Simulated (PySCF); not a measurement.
# From one method to the next for SnCl⁺

What do other methods print for SnCl⁺ when all else stays?

Method: each script names its method and basis; program: PySCF 2.14.0.

### 1 Starting geometry

SnCl⁺: 2 atoms, charge 1, spin multiplicity 1.

Bond lengths: Sn1–Cl2 2.541 Å.

### 2 The base run

The input, input.py:

```python
from pyscf import gto, dft
from pyscf.prop.polarizability import uhf as pol

mol = gto.M(
    atom='Sn 0 0 0; Cl 0 0 2.541',
    basis='def2-svpd',
    ecp={'Sn': 'def2-svpd'},
    charge=1,
    spin=0,
    verbose=3,
)
mf = dft.UKS(mol, xc='b3lyp')
mf.kernel()
print('polarizability (a.u.)')
print(pol.Polarizability(mf).polarizability().round(4))
mf.dip_moment()
print('orbital energies (hartree):', [e[max(0, n-3):n+3].round(4) for e, n in zip(mf.mo_energy, mol.nelec)])
```

Started as:

```sh
OMP_NUM_THREADS=1 python input.py
```

### 3 Pw91

Edit 1 changes functional: b3lyp → pw91.

input.py: that of step 2 with these lines changed.

```diff
@@ -11,3 +11,3 @@
 )
-mf = dft.UKS(mol, xc='b3lyp')
+mf = dft.UKS(mol, xc='pw91')
 mf.kernel()
```

### 4 Hse06

Edit 2 changes functional: b3lyp → hse06.

input.py: that of step 2 with these lines changed.

```diff
@@ -11,3 +11,3 @@
 )
-mf = dft.UKS(mol, xc='b3lyp')
+mf = dft.UKS(mol, xc='hse06')
 mf.kernel()
```

### 5 Tpss

Edit 3 changes functional: b3lyp → tpss.

input.py: that of step 2 with these lines changed.

```diff
@@ -11,3 +11,3 @@
 )
-mf = dft.UKS(mol, xc='b3lyp')
+mf = dft.UKS(mol, xc='tpss')
 mf.kernel()
```

**Question.** What will these runs give? Wanted: for each run, E(SCF); from base; after the SCF.

**Answer**, as computed:

```
  run  E(SCF) (hartree)  from base (eV)      after the SCF
 base       -674.207097               0  mean α 45.6 bohr³
 pw91       -674.192729  not comparable  mean α 46.4 bohr³
hse06       -673.987318  not comparable  mean α 45.4 bohr³
 tpss       -674.054356  not comparable  mean α 46.3 bohr³
```

What this shows: Total energies of different functionals can't be compared with each other; differences within one functional can.
